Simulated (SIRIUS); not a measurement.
## NiMoIrPdW in SIRIUS: convergence with gk cutoff

Input of the first run (gk cutoff 2.28 1/bohr); the others differ in this setting and in those tied to it:

File sirius.json:

```json
{
  "control": {
    "processing_unit": "cpu",
    "std_evp_solver_name": "lapack",
    "gen_evp_solver_name": "lapack",
    "verbosity": 2,
    "print_forces": true,
    "ortho_rf": true,
    "use_second_variation": true,
    "rmt_max": 3.0,
    "num_bands_to_print": 24,
    "save_wf": true
  },
  "parameters": {
    "electronic_structure_method": "full_potential_lapwlo",
    "xc_functionals": ["XC_GGA_X_PBE_SOL", "XC_GGA_C_PBE_SOL"],
    "core_relativity": "dirac",
    "valence_relativity": "iora",
    "num_fv_states": 85,
    "smearing": "fermi_dirac",
    "smearing_width": 0.0018374661,
    "pw_cutoff": 20,
    "gk_cutoff": 2.28,
    "lmax_apw": 10,
    "lmax_rho": 8,
    "lmax_pot": 8,
    "num_mag_dims": 1,
    "auto_rmt": 0,
    "ngridk": [2, 2, 2],
    "shiftk": [0, 0, 0],
    "num_dft_iter": 80,
    "energy_tol": 1e-07,
    "density_tol": 1e-05,
    "use_symmetry": true
  },
  "settings": {"tol_ne": 1e-10},
  "iterative_solver": {"type": "exact"},
  "mixer": {"type": "anderson", "beta": 0.4, "max_history": 8},
  "unit_cell": {
    "lattice_vectors": [[7.836127321, 0.0, 0.0], [-3.9180636605, 6.7862899724, -0.0], [0.0, -0.0, 10.2353047115]],
    "atom_types": ["Ir", "Mo", "Ni", "Pd", "W"],
    "atom_files": {"Ir": "Ir.json", "Mo": "Mo.json", "Ni": "Ni.json", "Pd": "Pd.json", "W": "W.json"},
    "atoms": {
      "Ir": [[0.33333, 0.66667, 0.25641, 0.0, 0.0, 0.6]],
      "Mo": [[0.66667, 0.33333, 0.45996, 0.0, 0.0, 1.0]],
      "Ni": [[0.0, 0.0, 0.02221, 0.0, 0.0, 1.0]],
      "Pd": [[0.33333, 0.66667, 0.74601, 0.0, 0.0, 0.0]],
      "W": [[0.66667, 0.33333, 0.99985, 0.0, 0.0, 0.0]]
    }
  }
}
```

Contents of Ir.json:

```json
{
  "name": "iridium",
  "symbol": "Ir",
  "number": 77,
  "mass": 192.217,
  "rmin": 1e-06,
  "rmt": 2.34,
  "nrmt": 800,
  "rinf": 13.6,
  "core": "1s2s2p3s3p3d4s4p4d",
  "valence": [
    {"basis": [{"enu": 0.27, "dme": 0, "n": 0, "auto": 0}, {"enu": 0.27, "dme": 1, "n": 0, "auto": 0}]},
    {"l": 0, "n": 1, "basis": [{"enu": 0.37, "dme": 0, "n": 0, "auto": 0}]},
    {"l": 1, "n": 2, "basis": [{"enu": 0.37, "dme": 0, "n": 0, "auto": 0}]},
    {"l": 2, "n": 3, "basis": [{"enu": 0.37, "dme": 0, "n": 0, "auto": 0}]},
    {"l": 3, "n": 4, "basis": [{"enu": 0.37, "dme": 0, "n": 0, "auto": 0}]},
    {"l": 4, "n": 5, "basis": [{"enu": 0.37, "dme": 0, "n": 0, "auto": 0}]}
  ],
  "lo": [
    {"l": 0, "basis": [{"enu": 0.37, "dme": 0, "n": 0, "auto": 0}, {"enu": 0.37, "dme": 1, "n": 0, "auto": 0}]},
    {
      "l": 0,
      "basis": [{"enu": -2.9841, "dme": 0, "n": 5, "auto": 1}, {"enu": -2.9841, "dme": 1, "n": 5, "auto": 1}]
    },
    {
      "l": 0,
      "basis": [{"enu": -2.9841, "dme": 1, "n": 5, "auto": 1}, {"enu": 0.37, "dme": 0, "n": 0, "auto": 0}]
    },
    {"l": 0, "basis": [{"enu": 0.37, "dme": 0, "n": 0, "auto": 0}, {"enu": 3.2921, "dme": 0, "n": 0, "auto": 0}]},
    {"l": 1, "basis": [{"enu": 0.37, "dme": 0, "n": 0, "auto": 0}, {"enu": 0.37, "dme": 1, "n": 0, "auto": 0}]},
    {
      "l": 1,
      "basis": [{"enu": -1.4021, "dme": 0, "n": 5, "auto": 1}, {"enu": -1.4021, "dme": 1, "n": 5, "auto": 1}]
    },
    {
      "l": 1,
      "basis": [{"enu": -1.4021, "dme": 1, "n": 5, "auto": 1}, {"enu": 0.37, "dme": 0, "n": 0, "auto": 0}]
    },
    {"l": 1, "basis": [{"enu": 0.37, "dme": 0, "n": 0, "auto": 0}, {"enu": 3.7304, "dme": 0, "n": 0, "auto": 0}]},
    {"l": 2, "basis": [{"enu": 0.37, "dme": 0, "n": 0, "auto": 0}, {"enu": 0.37, "dme": 1, "n": 0, "auto": 0}]},
    {"l": 2, "basis": [{"enu": 0.37, "dme": 1, "n": 0, "auto": 0}, {"enu": 0.37, "dme": 2, "n": 0, "auto": 0}]},
    {"l": 2, "basis": [{"enu": 0.37, "dme": 0, "n": 0, "auto": 0}, {"enu": 3.219, "dme": 0, "n": 0, "auto": 0}]},
    {"l": 3, "basis": [{"enu": 0.37, "dme": 0, "n": 0, "auto": 0}, {"enu": 0.37, "dme": 1, "n": 0, "auto": 0}]},
    {
      "l": 3,
      "basis": [{"enu": -1.6996, "dme": 0, "n": 4, "auto": 1}, {"enu": -1.6996, "dme": 1, "n": 4, "auto": 1}]
    },
    {
      "l": 3,
      "basis": [{"enu": -1.6996, "dme": 1, "n": 4, "auto": 1}, {"enu": 0.37, "dme": 0, "n": 0, "auto": 0}]
    },
    {"l": 3, "basis": [{"enu": 0.37, "dme": 0, "n": 0, "auto": 0}, {"enu": 4.607, "dme": 0, "n": 0, "auto": 0}]},
    {"l": 4, "basis": [{"enu": 0.37, "dme": 0, "n": 0, "auto": 0}, {"enu": 0.37, "dme": 1, "n": 0, "auto": 0}]},
    {"l": 4, "basis": [{"enu": 0.37, "dme": 0, "n": 0, "auto": 0}, {"enu": 3.8765, "dme": 0, "n": 0, "auto": 0}]}
  ],
  "free_atom": [... radial grid and density of the free atom, the start of the SCF ...]
}
```

The input Mo.json:

```json
{
  "name": "molybdenum",
  "symbol": "Mo",
  "number": 42,
  "mass": 95.96,
  "rmin": 1e-06,
  "rmt": 2.25,
  "nrmt": 800,
  "rinf": 17.03,
  "core": "1s2s2p3s3p3d",
  "valence": [
    {"basis": [{"enu": 0.27, "dme": 0, "n": 0, "auto": 0}, {"enu": 0.27, "dme": 1, "n": 0, "auto": 0}]},
    {"l": 0, "n": 1, "basis": [{"enu": 0.37, "dme": 0, "n": 0, "auto": 0}]},
    {"l": 1, "n": 2, "basis": [{"enu": 0.37, "dme": 0, "n": 0, "auto": 0}]},
    {"l": 2, "n": 3, "basis": [{"enu": 0.37, "dme": 0, "n": 0, "auto": 0}]},
    {"l": 3, "n": 4, "basis": [{"enu": 0.37, "dme": 0, "n": 0, "auto": 0}]}
  ],
  "lo": [
    {"l": 0, "basis": [{"enu": 0.37, "dme": 0, "n": 0, "auto": 0}, {"enu": 0.37, "dme": 1, "n": 0, "auto": 0}]},
    {
      "l": 0,
      "basis": [{"enu": -1.8459, "dme": 0, "n": 4, "auto": 1}, {"enu": -1.8459, "dme": 1, "n": 4, "auto": 1}]
    },
    {
      "l": 0,
      "basis": [{"enu": -1.8459, "dme": 1, "n": 4, "auto": 1}, {"enu": 0.37, "dme": 0, "n": 0, "auto": 0}]
    },
    {"l": 0, "basis": [{"enu": 0.37, "dme": 0, "n": 0, "auto": 0}, {"enu": 3.5305, "dme": 0, "n": 0, "auto": 0}]},
    {"l": 1, "basis": [{"enu": 0.37, "dme": 0, "n": 0, "auto": 0}, {"enu": 0.37, "dme": 1, "n": 0, "auto": 0}]},
    {
      "l": 1,
      "basis": [{"enu": -0.9013, "dme": 0, "n": 4, "auto": 1}, {"enu": -0.9013, "dme": 1, "n": 4, "auto": 1}]
    },
    {
      "l": 1,
      "basis": [{"enu": -0.9013, "dme": 1, "n": 4, "auto": 1}, {"enu": 0.37, "dme": 0, "n": 0, "auto": 0}]
    },
    {"l": 1, "basis": [{"enu": 0.37, "dme": 0, "n": 0, "auto": 0}, {"enu": 4.0046, "dme": 0, "n": 0, "auto": 0}]},
    {"l": 2, "basis": [{"enu": 0.37, "dme": 0, "n": 0, "auto": 0}, {"enu": 0.37, "dme": 1, "n": 0, "auto": 0}]},
    {"l": 2, "basis": [{"enu": 0.37, "dme": 1, "n": 0, "auto": 0}, {"enu": 0.37, "dme": 2, "n": 0, "auto": 0}]},
    {"l": 2, "basis": [{"enu": 0.37, "dme": 0, "n": 0, "auto": 0}, {"enu": 3.4515, "dme": 0, "n": 0, "auto": 0}]},
    {"l": 3, "basis": [{"enu": 0.37, "dme": 0, "n": 0, "auto": 0}, {"enu": 0.37, "dme": 1, "n": 0, "auto": 0}]},
    {"l": 3, "basis": [{"enu": 0.37, "dme": 0, "n": 0, "auto": 0}, {"enu": 3.807, "dme": 0, "n": 0, "auto": 0}]}
  ],
  "free_atom": [... radial grid and density of the free atom, the start of the SCF ...]
}
```

File Ni.json:

```json
{
  "name": "nickel",
  "symbol": "Ni",
  "number": 28,
  "mass": 58.6934,
  "rmin": 1e-06,
  "rmt": 2.12,
  "nrmt": 800,
  "rinf": 14.89,
  "core": "1s2s2p",
  "valence": [
    {"basis": [{"enu": 0.27, "dme": 0, "n": 0, "auto": 0}, {"enu": 0.27, "dme": 1, "n": 0, "auto": 0}]},
    {"l": 0, "n": 1, "basis": [{"enu": 0.37, "dme": 0, "n": 0, "auto": 0}]},
    {"l": 1, "n": 2, "basis": [{"enu": 0.37, "dme": 0, "n": 0, "auto": 0}]},
    {"l": 2, "n": 3, "basis": [{"enu": 0.359, "dme": 0, "n": 0, "auto": 0}]},
    {"l": 3, "n": 4, "basis": [{"enu": 0.37, "dme": 0, "n": 0, "auto": 0}]}
  ],
  "lo": [
    {"l": 0, "basis": [{"enu": 0.37, "dme": 0, "n": 0, "auto": 0}, {"enu": 0.37, "dme": 1, "n": 0, "auto": 0}]},
    {
      "l": 0,
      "basis": [{"enu": -3.4666, "dme": 0, "n": 3, "auto": 1}, {"enu": -3.4666, "dme": 1, "n": 3, "auto": 1}]
    },
    {
      "l": 0,
      "basis": [{"enu": -3.4666, "dme": 1, "n": 3, "auto": 1}, {"enu": 0.37, "dme": 0, "n": 0, "auto": 0}]
    },
    {"l": 0, "basis": [{"enu": 0.37, "dme": 0, "n": 0, "auto": 0}, {"enu": 3.93, "dme": 0, "n": 0, "auto": 0}]},
    {"l": 1, "basis": [{"enu": 0.37, "dme": 0, "n": 0, "auto": 0}, {"enu": 0.37, "dme": 1, "n": 0, "auto": 0}]},
    {
      "l": 1,
      "basis": [{"enu": -2.0309, "dme": 0, "n": 3, "auto": 1}, {"enu": -2.0309, "dme": 1, "n": 3, "auto": 1}]
    },
    {
      "l": 1,
      "basis": [{"enu": -2.0309, "dme": 1, "n": 3, "auto": 1}, {"enu": 0.37, "dme": 0, "n": 0, "auto": 0}]
    },
    {"l": 1, "basis": [{"enu": 0.37, "dme": 0, "n": 0, "auto": 0}, {"enu": 4.464, "dme": 0, "n": 0, "auto": 0}]},
    {"l": 2, "basis": [{"enu": 0.359, "dme": 0, "n": 0, "auto": 0}, {"enu": 0.359, "dme": 1, "n": 0, "auto": 0}]},
    {"l": 2, "basis": [{"enu": 0.359, "dme": 1, "n": 0, "auto": 0}, {"enu": 0.359, "dme": 2, "n": 0, "auto": 0}]},
    {"l": 2, "basis": [{"enu": 0.359, "dme": 0, "n": 0, "auto": 0}, {"enu": 3.83, "dme": 0, "n": 0, "auto": 0}]},
    {"l": 3, "basis": [{"enu": 0.37, "dme": 0, "n": 0, "auto": 0}, {"enu": 0.37, "dme": 1, "n": 0, "auto": 0}]},
    {"l": 3, "basis": [{"enu": 0.37, "dme": 0, "n": 0, "auto": 0}, {"enu": 4.2415, "dme": 0, "n": 0, "auto": 0}]}
  ],
  "free_atom": [... radial grid and density of the free atom, the start of the SCF ...]
}
```

Pd.json

```json
{
  "name": "palladium",
  "symbol": "Pd",
  "number": 46,
  "mass": 106.42,
  "rmin": 1e-06,
  "rmt": 2.25,
  "nrmt": 800,
  "rinf": 14.72,
  "core": "1s2s2p3s3p3d",
  "valence": [
    {"basis": [{"enu": 0.27, "dme": 0, "n": 0, "auto": 0}, {"enu": 0.27, "dme": 1, "n": 0, "auto": 0}]},
    {"l": 0, "n": 1, "basis": [{"enu": 0.37, "dme": 0, "n": 0, "auto": 0}]},
    {"l": 1, "n": 2, "basis": [{"enu": 0.37, "dme": 0, "n": 0, "auto": 0}]},
    {"l": 2, "n": 3, "basis": [{"enu": 0.37, "dme": 0, "n": 0, "auto": 0}]},
    {"l": 3, "n": 4, "basis": [{"enu": 0.37, "dme": 0, "n": 0, "auto": 0}]}
  ],
  "lo": [
    {"l": 0, "basis": [{"enu": 0.37, "dme": 0, "n": 0, "auto": 0}, {"enu": 0.37, "dme": 1, "n": 0, "auto": 0}]},
    {"l": 0, "basis": [{"enu": -2.6, "dme": 0, "n": 4, "auto": 1}, {"enu": -2.6, "dme": 1, "n": 4, "auto": 1}]},
    {"l": 0, "basis": [{"enu": -2.6, "dme": 1, "n": 4, "auto": 1}, {"enu": 0.37, "dme": 0, "n": 0, "auto": 0}]},
    {"l": 0, "basis": [{"enu": 0.37, "dme": 0, "n": 0, "auto": 0}, {"enu": 3.5305, "dme": 0, "n": 0, "auto": 0}]},
    {"l": 1, "basis": [{"enu": 0.37, "dme": 0, "n": 0, "auto": 0}, {"enu": 0.37, "dme": 1, "n": 0, "auto": 0}]},
    {
      "l": 1,
      "basis": [{"enu": -1.3549, "dme": 0, "n": 4, "auto": 1}, {"enu": -1.3549, "dme": 1, "n": 4, "auto": 1}]
    },
    {
      "l": 1,
      "basis": [{"enu": -1.3549, "dme": 1, "n": 4, "auto": 1}, {"enu": 0.37, "dme": 0, "n": 0, "auto": 0}]
    },
    {"l": 1, "basis": [{"enu": 0.37, "dme": 0, "n": 0, "auto": 0}, {"enu": 4.0046, "dme": 0, "n": 0, "auto": 0}]},
    {"l": 2, "basis": [{"enu": 0.37, "dme": 0, "n": 0, "auto": 0}, {"enu": 0.37, "dme": 1, "n": 0, "auto": 0}]},
    {"l": 2, "basis": [{"enu": 0.37, "dme": 1, "n": 0, "auto": 0}, {"enu": 0.37, "dme": 2, "n": 0, "auto": 0}]},
    {"l": 2, "basis": [{"enu": 0.37, "dme": 0, "n": 0, "auto": 0}, {"enu": 3.4515, "dme": 0, "n": 0, "auto": 0}]},
    {"l": 3, "basis": [{"enu": 0.37, "dme": 0, "n": 0, "auto": 0}, {"enu": 0.37, "dme": 1, "n": 0, "auto": 0}]},
    {"l": 3, "basis": [{"enu": 0.37, "dme": 0, "n": 0, "auto": 0}, {"enu": 3.807, "dme": 0, "n": 0, "auto": 0}]}
  ],
  "free_atom": [... radial grid and density of the free atom, the start of the SCF ...]
}
```

The input W.json:

```json
{
  "name": "tungsten",
  "symbol": "W",
  "number": 74,
  "mass": 183.84,
  "rmin": 1e-06,
  "rmt": 2.34,
  "nrmt": 800,
  "rinf": 14.93,
  "core": "1s2s2p3s3p3d4s4p4d",
  "valence": [
    {"basis": [{"enu": 0.27, "dme": 0, "n": 0, "auto": 0}, {"enu": 0.27, "dme": 1, "n": 0, "auto": 0}]},
    {"l": 0, "n": 1, "basis": [{"enu": 0.37, "dme": 0, "n": 0, "auto": 0}]},
    {"l": 1, "n": 2, "basis": [{"enu": 0.37, "dme": 0, "n": 0, "auto": 0}]},
    {"l": 2, "n": 3, "basis": [{"enu": 0.37, "dme": 0, "n": 0, "auto": 0}]},
    {"l": 3, "n": 4, "basis": [{"enu": 0.37, "dme": 0, "n": 0, "auto": 0}]},
    {"l": 4, "n": 5, "basis": [{"enu": 0.37, "dme": 0, "n": 0, "auto": 0}]}
  ],
  "lo": [
    {"l": 0, "basis": [{"enu": 0.37, "dme": 0, "n": 0, "auto": 0}, {"enu": 0.37, "dme": 1, "n": 0, "auto": 0}]},
    {
      "l": 0,
      "basis": [{"enu": -2.3575, "dme": 0, "n": 5, "auto": 1}, {"enu": -2.3575, "dme": 1, "n": 5, "auto": 1}]
    },
    {
      "l": 0,
      "basis": [{"enu": -2.3575, "dme": 1, "n": 5, "auto": 1}, {"enu": 0.37, "dme": 0, "n": 0, "auto": 0}]
    },
    {"l": 0, "basis": [{"enu": 0.37, "dme": 0, "n": 0, "auto": 0}, {"enu": 3.2921, "dme": 0, "n": 0, "auto": 0}]},
    {"l": 1, "basis": [{"enu": 0.37, "dme": 0, "n": 0, "auto": 0}, {"enu": 0.37, "dme": 1, "n": 0, "auto": 0}]},
    {
      "l": 1,
      "basis": [{"enu": -1.0474, "dme": 0, "n": 5, "auto": 1}, {"enu": -1.0474, "dme": 1, "n": 5, "auto": 1}]
    },
    {
      "l": 1,
      "basis": [{"enu": -1.0474, "dme": 1, "n": 5, "auto": 1}, {"enu": 0.37, "dme": 0, "n": 0, "auto": 0}]
    },
    {"l": 1, "basis": [{"enu": 0.37, "dme": 0, "n": 0, "auto": 0}, {"enu": 3.7304, "dme": 0, "n": 0, "auto": 0}]},
    {"l": 2, "basis": [{"enu": 0.37, "dme": 0, "n": 0, "auto": 0}, {"enu": 0.37, "dme": 1, "n": 0, "auto": 0}]},
    {"l": 2, "basis": [{"enu": 0.37, "dme": 1, "n": 0, "auto": 0}, {"enu": 0.37, "dme": 2, "n": 0, "auto": 0}]},
    {"l": 2, "basis": [{"enu": 0.37, "dme": 0, "n": 0, "auto": 0}, {"enu": 3.219, "dme": 0, "n": 0, "auto": 0}]},
    {"l": 3, "basis": [{"enu": 0.37, "dme": 0, "n": 0, "auto": 0}, {"enu": 0.37, "dme": 1, "n": 0, "auto": 0}]},
    {
      "l": 3,
      "basis": [{"enu": -0.6962, "dme": 0, "n": 4, "auto": 1}, {"enu": -0.6962, "dme": 1, "n": 4, "auto": 1}]
    },
    {
      "l": 3,
      "basis": [{"enu": -0.6962, "dme": 1, "n": 4, "auto": 1}, {"enu": 0.37, "dme": 0, "n": 0, "auto": 0}]
    },
    {"l": 3, "basis": [{"enu": 0.37, "dme": 0, "n": 0, "auto": 0}, {"enu": 4.607, "dme": 0, "n": 0, "auto": 0}]},
    {"l": 4, "basis": [{"enu": 0.37, "dme": 0, "n": 0, "auto": 0}, {"enu": 0.37, "dme": 1, "n": 0, "auto": 0}]},
    {"l": 4, "basis": [{"enu": 0.37, "dme": 0, "n": 0, "auto": 0}, {"enu": 3.8765, "dme": 0, "n": 0, "auto": 0}]}
  ],
  "free_atom": [... radial grid and density of the free atom, the start of the SCF ...]
}
```

sirius_start.json

```json
{
  "control": {
    "processing_unit": "cpu",
    "std_evp_solver_name": "lapack",
    "gen_evp_solver_name": "lapack",
    "verbosity": 1,
    "print_forces": false,
    "ortho_rf": true,
    "use_second_variation": true,
    "rmt_max": 3.0,
    "num_bands_to_print": 24,
    "save_wf": false
  },
  "parameters": {
    "electronic_structure_method": "full_potential_lapwlo",
    "xc_functionals": ["XC_LDA_X", "XC_LDA_C_PW"],
    "core_relativity": "dirac",
    "valence_relativity": "iora",
    "num_fv_states": 85,
    "smearing": "fermi_dirac",
    "smearing_width": 0.0055123983,
    "pw_cutoff": 20,
    "gk_cutoff": 1.83,
    "lmax_apw": 10,
    "lmax_rho": 8,
    "lmax_pot": 8,
    "num_mag_dims": 1,
    "auto_rmt": 0,
    "ngridk": [1, 1, 1],
    "shiftk": [0, 0, 0],
    "num_dft_iter": 30,
    "energy_tol": 0.01,
    "density_tol": 0.05,
    "use_symmetry": true
  },
  "settings": {"tol_ne": 1e-10},
  "iterative_solver": {"type": "exact"},
  "mixer": {"type": "anderson", "beta": 0.4, "max_history": 8},
  "unit_cell": {
    "lattice_vectors": [[7.836127321, 0.0, 0.0], [-3.9180636605, 6.7862899724, -0.0], [0.0, -0.0, 10.2353047115]],
    "atom_types": ["Ir", "Mo", "Ni", "Pd", "W"],
    "atom_files": {"Ir": "Ir.json", "Mo": "Mo.json", "Ni": "Ni.json", "Pd": "Pd.json", "W": "W.json"},
    "atoms": {
      "Ir": [[0.33333, 0.66667, 0.25641, 0.0, 0.0, 0.6]],
      "Mo": [[0.66667, 0.33333, 0.45996, 0.0, 0.0, 1.0]],
      "Ni": [[0.0, 0.0, 0.02221, 0.0, 0.0, 1.0]],
      "Pd": [[0.33333, 0.66667, 0.74601, 0.0, 0.0, 0.0]],
      "W": [[0.66667, 0.33333, 0.99985, 0.0, 0.0, 0.0]]
    }
  }
}
```

Potentials or basis: all-electron FP-LAPW, apw+lo standard.

Launch:

```console
$ OMP_NUM_THREADS=2 sirius.scf --input=sirius_start.json --output=start.json
$ OMP_NUM_THREADS=2 sirius.scf --input=sirius.json --output=output.json --task=1
```

The cell was built by a generator and needn't be a form met in nature.

Hardware: 2 threads of Arm Neoverse V2, on a shared host.

```tsv
gk cutoff	energy less the tightest run, at zero smearing (meV/atom)	largest force (eV/Å)	SCF cycles	CPU time (s)	peak memory (GiB)
2.28 1/bohr	4565.23	2.543	21	400	1
2.7 1/bohr	1616.50	1.759	22	540	1
3.11 1/bohr	411.56	1.757	23	540	1.1
3.53 1/bohr	110.64	1.813	24	620	1.1
3.94 1/bohr	27.08	1.831	24	800	1.2
4.36 1/bohr	5.15	1.838	23	990	1.6
4.77 1/bohr	0.00	1.843	24	1500	1.9
```

Not settled before the last step: the energy (to 1 meV/atom), the largest force (to 0.005 eV/Å). The tightest run that finished is the yardstick and may itself not be fully converged.

Caveat, for the tightest run too: the k mesh is coarse (spacing up to 0.87 Å⁻¹), so the values aren't converged; forces of over 1 eV/Å show positions far from the minimum, so gaps and moduli don't describe the material at rest. The run has no spin-orbit coupling, so splittings on Ir, W are missing.
